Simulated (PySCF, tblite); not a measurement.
# C8H14BNSe: excited states, part 1 of 2

What do calculations give for the excited states of C8H14BNSe (`C[Se]c1ccc(B(C)C)n1C`)?

Programs: tblite 0.8.0 and PySCF 2.14.0, with routines of our own; each step states its level. All values are computed. Atoms count from 0.

## 1. The system as given

25 atoms, charge 0, multiplicity 1; geometry from: force field or distance geometry start.

## 2. Relaxing the molecule with GFN2-xTB

The job: settings as JSON, then the geometry in Å.

```
{"job": {"kind": "relax", "xc": "GFN2-xTB", "basis": "xTB"}, "charge": 0, "multiplicity": 1}
C      4.507100     0.999000     0.005300
Se     3.300600    -0.451100    -0.474200
C      1.480300     0.095300    -0.495100
C      0.955600     1.301900    -0.999700
C     -0.426400     1.267000    -0.803400
C     -0.723000     0.060900    -0.216800
B     -2.159400    -0.419200     0.182600
C     -2.514000    -0.775200     1.710800
C     -3.358500     0.351000    -0.542000
N      0.421900    -0.636800    -0.025300
C      0.605500    -1.941200     0.552200
H      5.193800     0.674700     0.804900
H      5.071900     1.255000    -0.912400
H      3.916700     1.878000     0.355700
H      1.512400     2.126300    -1.439800
H     -1.118900     2.040400    -1.072300
H     -1.645700    -0.907500     2.344700
H     -3.203300    -1.659200     1.643700
H     -3.138400     0.060900     2.138700
H     -4.169400    -0.368800    -0.639900
H     -3.656200     1.149000     0.195200
H     -3.017800     0.799200    -1.499700
H      0.949300    -2.647300    -0.240400
H     -0.281700    -2.377900     1.018900
H      1.486700    -1.850200     1.255000
```

On the command line:

```console
$ OMP_NUM_THREADS=1 python excited_run.py task.json out
```

This one command runs all jobs of the session in turn.

Output:

```text
step      E/eV     max force
  0    -858.61737    2.332
  1    -858.91800    1.693
  2    -859.08784    0.916
  3    -859.16885    0.554
  4    -859.21377    0.485
  5    -859.24378    0.429
  6    -859.27716    0.388
  7    -859.30438    0.348
  8    -859.32390    0.296
  9    -859.33681    0.248
 10    -859.34858    0.237
 11    -859.35935    0.330
 12    -859.36891    0.303
 13    -859.37906    0.233
 14    -859.39159    0.243
 15    -859.40502    0.234
 16    -859.41674    0.260
 17    -859.42537    0.201
 18    -859.43143    0.171
 19    -859.43598    0.141
 20    -859.43948    0.154
 21    -859.44255    0.121
 22    -859.44619    0.119
 23    -859.45059    0.123
 24    -859.45495    0.132
 25    -859.45853    0.137
 26    -859.46162    0.141
 27    -859.46460    0.133
 28    -859.46729    0.136
 29    -859.46958    0.110
 30    -859.47174    0.090
 31    -859.47402    0.097
 32    -859.47612    0.094
 33    -859.47757    0.076
 34    -859.47851    0.085
 35    -859.47941    0.075
 36    -859.48048    0.075
 37    -859.48162    0.069
 38    -859.48272    0.089
 39    -859.48389    0.099
 40    -859.48528    0.093
 41    -859.48703    0.099
 42    -859.48918    0.116
 43    -859.49182    0.149
 44    -859.49500    0.158
 45    -859.49855    0.123
 46    -859.50181    0.131
 47    -859.50453    0.121
 48    -859.50712    0.116
 49    -859.50947    0.116
 50    -859.51119    0.090
 51    -859.51207    0.131
 52    -859.51338    0.087
 53    -859.51496    0.096
 54    -859.51777    0.093
 55    -859.52043    0.091
 56    -859.52223    0.106
 57    -859.52406    0.111
 58    -859.52653    0.126
 59    -859.52920    0.154
 60    -859.53114    0.115
 61    -859.53266    0.102
 62    -859.53364    0.062
 63    -859.53459    0.056
 64    -859.53512    0.043
 65    -859.53591    0.063
 66    -859.53651    0.058
 67    -859.53732    0.057
 68    -859.53813    0.058
 69    -859.53887    0.056
 70    -859.53947    0.054
 71    -859.54004    0.051
 72    -859.54071    0.061
 73    -859.54150    0.066
 74    -859.54240    0.065
 75    -859.54339    0.069
 76    -859.54450    0.075
 77    -859.54569    0.072
 78    -859.54676    0.069
 79    -859.54758    0.066
 80    -859.54817    0.090
 81    -859.54902    0.080
 82    -859.55034    0.074
 83    -859.55202    0.101
 84    -859.55387    0.090
 85    -859.55541    0.081
 86    -859.55663    0.054
 87    -859.55752    0.064
 88    -859.55826    0.083
 89    -859.55930    0.082
 90    -859.56094    0.091
 91    -859.56206    0.080
 92    -859.56329    0.089
 93    -859.56422    0.070
 94    -859.56493    0.054
 95    -859.56552    0.049
 96    -859.56616    0.058
 97    -859.56691    0.065
 98    -859.56769    0.057
 99    -859.56834    0.047
100    -859.56883    0.049
101    -859.56931    0.050
102    -859.56995    0.056
103    -859.57085    0.064
104    -859.57195    0.066
105    -859.57306    0.071
106    -859.57397    0.073
107    -859.57479    0.066
108    -859.57556    0.071
109    -859.57638    0.062
110    -859.57704    0.050
111    -859.57769    0.046
112    -859.57825    0.047
113    -859.57887    0.047
114    -859.57960    0.049
115    -859.58041    0.059
116    -859.58092    0.077
117    -859.58171    0.067
118    -859.58241    0.073
119    -859.58350    0.082
120    -859.58450    0.086
121    -859.58549    0.087
122    -859.58643    0.070
123    -859.58731    0.065
124    -859.58809    0.062
125    -859.58867    0.056
126    -859.58916    0.038
127    -859.58949    0.030
128    -859.58981    0.039
129    -859.59010    0.029
130    -859.59032    0.022
131    -859.59047    0.024
132    -859.59063    0.023
133    -859.59084    0.032
134    -859.59111    0.043
135    -859.59142    0.039
136    -859.59175    0.042
137    -859.59210    0.046
138    -859.59251    0.052
139    -859.59297    0.049
140    -859.59341    0.048
141    -859.59380    0.049
142    -859.59412    0.045
143    -859.59447    0.047
144    -859.59478    0.039
145    -859.59503    0.032
146    -859.59518    0.027
147    -859.59539    0.029
148    -859.59557    0.035
149    -859.59573    0.031
150    -859.59587    0.026
151    -859.59603    0.030
152    -859.59620    0.033
153    -859.59638    0.031
154    -859.59654    0.028
155    -859.59667    0.028
156    -859.59677    0.020
157    -859.59685    0.015
158    -859.59690    0.017
159    -859.59693    0.010
160    -859.59694    0.008
```

Run time: 1.9 s. Hardware: 1 thread of Arm Neoverse V1, shared host; peak memory 0.18 GiB.

Relaxation path: (not every step is listed)

| step | energy from step 0 (eV) | largest force (eV/Å) |
| --- | --- | --- |
| 0 | 0.0000 | 2.3315 |
| 1 | -0.3006 | 1.6934 |
| 2 | -0.4705 | 0.9156 |
| 3 | -0.5515 | 0.5542 |
| 4 | -0.5964 | 0.4852 |
| 5 | -0.6264 | 0.4295 |
| 6 | -0.6598 | 0.3882 |
| 7 | -0.6870 | 0.3476 |
| 8 | -0.7065 | 0.2959 |
| 22 | -0.8288 | 0.1194 |
| 36 | -0.8631 | 0.0750 |
| 50 | -0.8938 | 0.0904 |
| 64 | -0.9177 | 0.0429 |
| 78 | -0.9294 | 0.0693 |
| 92 | -0.9459 | 0.0892 |
| 106 | -0.9566 | 0.0731 |
| 120 | -0.9671 | 0.0859 |
| 134 | -0.9737 | 0.0434 |
| 148 | -0.9782 | 0.0351 |
| 155 | -0.9793 | 0.0280 |
| 156 | -0.9794 | 0.0199 |
| 157 | -0.9795 | 0.0151 |
| 158 | -0.9795 | 0.0166 |
| 159 | -0.9796 | 0.0105 |
| 160 | -0.9796 | 0.0081 |

Close pairs (by a distance rule), those that changed most:

| bond | before (Å) | after (Å) | change (Å) |
| --- | --- | --- | --- |
| C7–H18 | 1.128 | 1.088 | -0.040 |
| C10–H24 | 1.131 | 1.094 | -0.037 |
| C8–H20 | 1.126 | 1.090 | -0.036 |
| C5–B6 | 1.566 | 1.531 | -0.036 |
| C7–H17 | 1.123 | 1.091 | -0.032 |
| C0–H13 | 1.115 | 1.087 | -0.028 |
| C5–N9 | 1.354 | 1.382 | +0.027 |
| C2–C3 | 1.409 | 1.384 | -0.025 |

The final coordinates are the input of the step that follows.

## 3. Harmonic vibrations with GFN2-xTB

The job: settings as JSON, then the geometry in Å.

```
{"job": {"kind": "ir", "xc": "GFN2-xTB", "basis": "xTB"}, "charge": 0, "multiplicity": 1}
C      4.325201     0.991593    -0.522521
Se     3.332441    -0.475827     0.275132
C      1.572927     0.166953    -0.060047
C      1.173684     1.333362    -0.689350
C     -0.217025     1.318904    -0.683440
C     -0.662461     0.164483    -0.038543
B     -2.123484    -0.166878     0.275595
C     -2.588019    -1.243969     1.342983
C     -3.247491     0.668507    -0.468955
N      0.477433    -0.525510     0.327364
C      0.534243    -1.805300     0.973900
H      5.380681     0.765797    -0.394496
H      4.082617     1.058436    -1.579915
H      4.075933     1.915235    -0.006450
H      1.807328     2.092500    -1.103488
H     -0.849396     2.083401    -1.090326
H     -1.917620    -1.346011     2.192767
H     -2.665203    -2.228072     0.878798
H     -3.578108    -1.016829     1.733099
H     -4.224845     0.192389    -0.428131
H     -3.356885     1.642047     0.009665
H     -3.015525     0.864460    -1.513202
H      1.474852    -2.299659     0.711871
H     -0.294770    -2.426766     0.642581
H      0.492556    -1.699104     2.061701
```

Output:

```text
mode    cm-1     km/mol
  1      33.9      2.29
  2      48.1      1.00
  3      66.0      1.12
  4      90.3      1.18
  5     120.7      0.91
  6     134.0      0.12
  7     167.2      0.64
  8     180.2      0.37
  9     185.9      1.36
 10     210.2      0.58
 11     229.2      0.35
 12     242.0      1.19
 13     288.2      0.35
 14     301.1      0.51
 15     339.9      0.25
 16     374.7      2.29
 17     461.5      0.13
 18     553.8      0.93
 19     560.6      1.32
 20     581.1     16.63
 21     616.2      0.38
 22     707.4      2.94
 23     725.0     16.75
 24     784.3     13.28
 25     820.7     27.15
 26     836.6      0.60
 27     871.0      2.24
 28     877.5     65.80
 29     879.6     41.77
 30     883.4     42.73
 31     884.9     13.72
 32    1009.1      3.90
 33    1055.3     19.92
 34    1099.4      0.62
 35    1103.5     47.91
 36    1120.2    103.67
 37    1152.4     23.86
 38    1228.9    126.66
 39    1284.5     11.34
 40    1348.1     77.66
 41    1371.0    151.87
 42    1386.3     28.56
 43    1392.1    183.94
 44    1393.6     77.94
 45    1406.9     10.23
 46    1432.7      5.50
 47    1433.2      5.33
 48    1438.0      6.63
 49    1453.0      5.10
 50    1466.2      3.69
 51    1495.2      4.78
 52    1498.9     55.62
 53    1502.9     39.88
 54    1507.4     20.39
 55    1517.4      0.49
 56    2949.8     22.56
 57    2962.8     19.85
 58    2989.0     21.32
 59    2997.9     40.13
 60    3007.5      5.86
 61    3018.0     11.98
 62    3025.4      9.84
 63    3029.5     16.75
 64    3030.6     87.21
 65    3035.6     25.49
 66    3037.4     36.66
 67    3038.8      6.82
 68    3156.9     16.80
 69    3168.0     33.24
```

Wall time 1.5 s (1 thread of Arm Neoverse V1, shared host); peak memory 0.18 GiB.

The strongest bands and the atoms that carry them (share of the mass-weighted mode):

| cm⁻¹ | km/mol | atoms |
| --- | --- | --- |
| 878 | 65.8 | B6 13 % |
| 1120 | 103.7 | B6 59 %, H15 11 % |
| 1229 | 126.7 | B6 27 %, N9 15 %, C4 13 %, H14 11 % |
| 1348 | 77.7 | C5 26 %, C2 22 %, N9 15 %, C4 13 % |
| 1371 | 151.9 | N9 32 %, C5 27 % |
| 1392 | 183.9 | C3 19 %, C4 13 % |
| 1394 | 77.9 | C3 12 % |
| 3031 | 87.2 | H19 30 %, H21 24 %, H18 23 %, H16 11 % |

## 4. Excited states: TDA B3LYP/def2-SVP

The job, as its differences from that of step 3:

```diff
@@ -1,2 +1,2 @@
-{"job": {"kind": "ir", "xc": "GFN2-xTB", "basis": "xTB"}, "charge": 0, "multiplicity": 1}
+{"job": {"kind": "states", "xc": "B3LYP", "basis": "def2-SVP", "tda": true, "soc": true, "nstates": 6, "ntriplets": 6, "nquad": 4}, "charge": 0, "multiplicity": 1}
 C      4.325201     0.991593    -0.522521
```

Level: TDA B3LYP/def2-SVP excited states, vertical, gas phase, spin-orbit mean-field couplings.

Output:

```text
coarse grid: 93680 points
cycle   1  E = -2793.7929286017  dE =  5.386e-01  |g| = 6.317e-01  |ddm| = 5.490e+00
cycle   2  E = -2793.7080868148  dE =  8.484e-02  |g| = 8.481e-01  |ddm| = 1.675e+00
cycle   3  E = -2793.8947186023  dE = -1.866e-01  |g| = 1.773e-01  |ddm| = 1.079e+00
cycle   4  E = -2793.9025607763  dE = -7.842e-03  |g| = 4.900e-02  |ddm| = 2.492e-01
cycle   5  E = -2793.9031340121  dE = -5.732e-04  |g| = 1.489e-02  |ddm| = 6.888e-02
cycle   6  E = -2793.9031984884  dE = -6.448e-05  |g| = 4.457e-03  |ddm| = 2.650e-02
cycle   7  E = -2793.9032019255  dE = -3.437e-06  |g| = 1.063e-03  |ddm| = 4.512e-03
final grid: 200152 points
cycle   8  E = -2793.9032247134  dE =  5.033e-07  |g| = 1.839e-03  |ddm| = 4.586e-03
cycle   9  E = -2793.9032220246  dE =  2.689e-06  |g| = 3.630e-03  |ddm| = 6.161e-03
cycle  10  E = -2793.9032256304  dE = -3.606e-06  |g| = 3.252e-04  |ddm| = 4.171e-03
cycle  11  E = -2793.9032256565  dE = -2.614e-08  |g| = 2.930e-05  |ddm| = 3.530e-04
cycle  12  E = -2793.9032256568  dE = -2.456e-10  |g| = 9.070e-06  |ddm| = 5.413e-05
converged SCF energy = -2793.9032256568

Singlet excitations
state   eV       nm        f     d(h-e)  d(exc)  Lambda  PR(NTO)  |dmu|/D   mu/D   main configurations
  1   4.3318   286.2   0.43521   2.087   4.170   0.626   1.059    4.666    6.563   H->L 0.84, H->L+1 0.11
  2   4.4884   276.2   0.07786   0.944   3.697   0.475   1.014    3.360    1.448   H->L+1 0.87, H->L 0.10
  3   5.3136   233.3   0.02722   1.545   3.355   0.502   1.140    4.201    6.016   H-1->L 0.91
  4   5.7828   214.4   0.00049   1.114   3.649   0.554   1.083    3.301    1.427   H->L+2 0.89
  5   5.8416   212.2   0.09015   1.110   3.745   0.564   1.125                     H-2->L 0.71, H-3->L 0.21
  6   5.9970   206.7   0.00018   2.699   3.917   0.201   1.068                     H-1->L+1 0.94

Triplet excitations (Tamm-Dancoff)
state   eV     d(h-e)  d(exc)  Lambda  PR(NTO)   main configurations
  1   3.0512   1.405   3.479   0.648   1.011   H->L 0.94
  2   4.1106   1.241   3.316   0.456   1.012   H->L+1 0.93
  3   4.3277   1.276   3.057   0.497   1.015   H-1->L 0.96
  4   5.1668   0.811   3.230   0.622   1.828   H->L+3 0.47, H-2->L 0.33, H->L+2 0.12
  5   5.1829   1.130   3.836   0.597   1.855   H->L+3 0.29, H-2->L 0.28, H->L+2 0.14
  6   5.2378   0.332   3.611   0.560   1.615   H->L+2 0.56, H-2->L 0.29
S1 - T1 = 1.2806 eV

Spin-orbit couplings |<S|Hso|T>| (cm-1)
             T1       T2       T3       T4       T5       T6
S0       19.844  606.653   23.835  267.651  168.551  423.472
S1       28.002   69.082    9.201   69.718   39.488   94.998
S2       77.146   25.427    6.722  138.582   91.203  210.381
S3        4.504   20.713    3.541    9.591    6.144   20.629
S4       92.104  250.040   14.244   83.968   41.429   38.213
S5       36.217   57.370    7.520   10.142    1.695   41.702
S6        3.225    4.050   77.075    3.568   29.127   14.137
T1 sublevels (cm-1): 0.000 0.100 0.276   radiative rates (1/s): 41 3.49 125
```

Wall time 2 min (1 thread of Arm Neoverse V1, shared host); peak memory 0.99 GiB.

Key values:

| quantity | value |
| --- | --- |
| S1 less T1 | 1.28 eV |

## 5. Excited states: TDA B3LYP/pcseg-1

The job, as its differences from that of step 4:

```diff
@@ -1,2 +1,2 @@
-{"job": {"kind": "states", "xc": "B3LYP", "basis": "def2-SVP", "tda": true, "soc": true, "nstates": 6, "ntriplets": 6, "nquad": 4}, "charge": 0, "multiplicity": 1}
+{"job": {"kind": "states", "xc": "B3LYP", "basis": "pcseg-1", "tda": true, "soc": true, "nstates": 1, "ntriplets": 6, "nquad": 4}, "charge": 0, "multiplicity": 1}
 C      4.325201     0.991593    -0.522521
```

Level: TDA B3LYP/pcseg-1 excited states, vertical, gas phase, spin-orbit mean-field couplings.

Output:

```text
coarse grid: 93680 points
cycle   1  E = -2794.0348045586  dE =  5.794e-01  |g| = 6.115e-01  |ddm| = 5.208e+00
cycle   2  E = -2793.9457900445  dE =  8.901e-02  |g| = 8.450e-01  |ddm| = 1.604e+00
cycle   3  E = -2794.1312414887  dE = -1.855e-01  |g| = 1.748e-01  |ddm| = 1.048e+00
cycle   4  E = -2794.1388263278  dE = -7.585e-03  |g| = 4.554e-02  |ddm| = 2.352e-01
cycle   5  E = -2794.1393094803  dE = -4.832e-04  |g| = 1.504e-02  |ddm| = 6.455e-02
cycle   6  E = -2794.1393764198  dE = -6.694e-05  |g| = 3.358e-03  |ddm| = 2.548e-02
cycle   7  E = -2794.1393788891  dE = -2.469e-06  |g| = 1.343e-03  |ddm| = 4.678e-03
final grid: 200152 points
cycle   8  E = -2794.1394122845  dE =  1.029e-06  |g| = 2.451e-03  |ddm| = 5.325e-03
cycle   9  E = -2794.1394073078  dE =  4.977e-06  |g| = 4.950e-03  |ddm| = 8.378e-03
cycle  10  E = -2794.1394138890  dE = -6.581e-06  |g| = 3.791e-04  |ddm| = 5.701e-03
cycle  11  E = -2794.1394139250  dE = -3.595e-08  |g| = 3.744e-05  |ddm| = 4.093e-04
cycle  12  E = -2794.1394139253  dE = -3.620e-10  |g| = 6.673e-06  |ddm| = 6.410e-05
converged SCF energy = -2794.1394139253

Singlet excitations
state   eV       nm        f     d(h-e)  d(exc)  Lambda  PR(NTO)  |dmu|/D   mu/D   main configurations
  1   4.3111   287.6   0.42634   1.994   4.177   0.623   1.059    4.432    6.360   H->L 0.83, H->L+1 0.12

Triplet excitations (Tamm-Dancoff)
state   eV     d(h-e)  d(exc)  Lambda  PR(NTO)   main configurations
  1   3.0608   1.411   3.509   0.649   1.010   H->L 0.94
  2   4.1002   1.314   3.409   0.444   1.011   H->L+1 0.92
  3   4.3284   1.269   3.083   0.501   1.014   H-1->L 0.96
  4   5.1108   0.525   3.300   0.519   1.213   H->L+2 0.55, H->L+3 0.26, H-2->L 0.10
  5   5.1552   0.331   3.101   0.616   1.058   H->L+4 0.66, H->L+2 0.12, H->L+3 0.11
  6   5.2090   2.459   4.301   0.584   1.296   H-2->L 0.80
S1 - T1 = 1.2503 eV

Spin-orbit couplings |<S|Hso|T>| (cm-1)
             T1       T2       T3       T4       T5       T6
S0       20.611  634.428   21.831  516.765  136.744  150.159
S1       30.585   72.994    9.469  122.127   44.708   36.561
T1 sublevels (cm-1): 0.000 0.329 0.810   radiative rates (1/s): 2.22 92.7 416
```

It took 1.8 min on 1 thread of Arm Neoverse V1, shared host; peak memory 0.98 GiB.

From this job:

| quantity | value |
| --- | --- |
| S1 less T1 | 1.25 eV |

## 6. Excited states: TDA B3LYP/aug-pcseg-0

The job, as its differences from that of step 5:

```diff
@@ -1,2 +1,2 @@
-{"job": {"kind": "states", "xc": "B3LYP", "basis": "pcseg-1", "tda": true, "soc": true, "nstates": 1, "ntriplets": 6, "nquad": 4}, "charge": 0, "multiplicity": 1}
+{"job": {"kind": "states", "xc": "B3LYP", "basis": "aug-pcseg-0", "tda": true, "soc": true, "nstates": 6, "ntriplets": 6, "nquad": 4, "frozen_core": false, "scf": {"conv": 1e-06}}, "charge": 0, "multiplicity": 1}
 C      4.325201     0.991593    -0.522521
```

Level: TDA B3LYP/aug-pcseg-0 excited states, vertical, gas phase, spin-orbit mean-field couplings.

Output:

```text
final grid: 200152 points
cycle   1  E = -2790.5469373643  dE = -1.368e-03  |g| = 5.281e-01  |ddm| = 4.421e+01
cycle   2  E = -2790.4724086266  dE =  7.453e-02  |g| = 7.553e-01  |ddm| = 1.631e+01
cycle   3  E = -2790.6190854031  dE = -1.467e-01  |g| = 1.431e-01  |ddm| = 7.813e+00
cycle   4  E = -2790.6243765057  dE = -5.291e-03  |g| = 3.427e-02  |ddm| = 3.149e+00
cycle   5  E = -2790.6246733257  dE = -2.968e-04  |g| = 9.049e-03  |ddm| = 5.291e-01
cycle   6  E = -2790.6246985747  dE = -2.525e-05  |g| = 1.751e-03  |ddm| = 1.322e-01
cycle   7  E = -2790.6246991775  dE = -6.027e-07  |g| = 7.910e-04  |ddm| = 2.680e-02
converged SCF energy = -2790.6246991775

Singlet excitations
state   eV       nm        f     d(h-e)  d(exc)  Lambda  PR(NTO)  |dmu|/D   mu/D   main configurations
  1   4.2702   290.3   0.04883   1.972   4.459   0.397   1.009    8.222    6.529   H->L+1 0.81, H->L 0.14
  2   4.4151   280.8   0.46809   2.120   4.362   0.591   1.065    4.837    6.622   H->L 0.79, H->L+1 0.14
  3   4.7121   263.1   0.01780   1.954   5.136   0.265   1.006    7.746    8.275   H->L+2 0.94
  4   4.9752   249.2   0.00065   0.812   5.125   0.321   1.013    3.504    3.688   H->L+3 0.86
  5   5.2427   236.5   0.00141   1.096   5.630   0.322   1.020                     H->L+4 0.80
  6   5.3834   230.3   0.01542   1.221   3.565   0.474   1.346                     H-1->L 0.82

Triplet excitations (Tamm-Dancoff)
state   eV     d(h-e)  d(exc)  Lambda  PR(NTO)   main configurations
  1   3.1606   1.382   3.496   0.638   1.011   H->L 0.93
  2   4.0585   1.942   4.053   0.355   1.010   H->L+1 0.85
  3   4.4224   1.261   3.100   0.491   1.014   H-1->L 0.96
  4   4.6124   1.728   4.594   0.280   1.016   H->L+2 0.66, H->L+3 0.21
  5   4.8017   0.771   4.953   0.307   1.018   H->L+3 0.46, H->L+2 0.25, H->L+5 0.08
  6   5.1557   0.621   5.125   0.354   1.079   H->L+4 0.50, H->L+7 0.14
S1 - T1 = 1.1096 eV

Spin-orbit couplings |<S|Hso|T>| (cm-1)
             T1       T2       T3       T4       T5       T6
S0       23.482  584.128   13.349  257.765  318.269  266.154
S1       65.689   27.129   10.710  108.866  129.397   29.894
S2       23.508   59.621    2.751   39.451   49.611   31.327
S3       13.730   31.422    1.638   13.480   22.229   15.350
S4       48.567  116.765    5.974   26.741    6.055   47.093
S5       41.522   27.354    4.651   67.149   73.203   15.578
S6        6.622    8.333    6.067    3.826    5.009    4.174
T1 sublevels (cm-1): 0.000 0.079 0.227   radiative rates (1/s): 56 104 2.04e+03
```

It took 1.8 min on 1 thread of Arm Neoverse V1, shared host; peak memory 0.83 GiB.

Key values:

| quantity | value |
| --- | --- |
| S1 less T1 | 1.11 eV |

(Continued in part 2 of 2.)
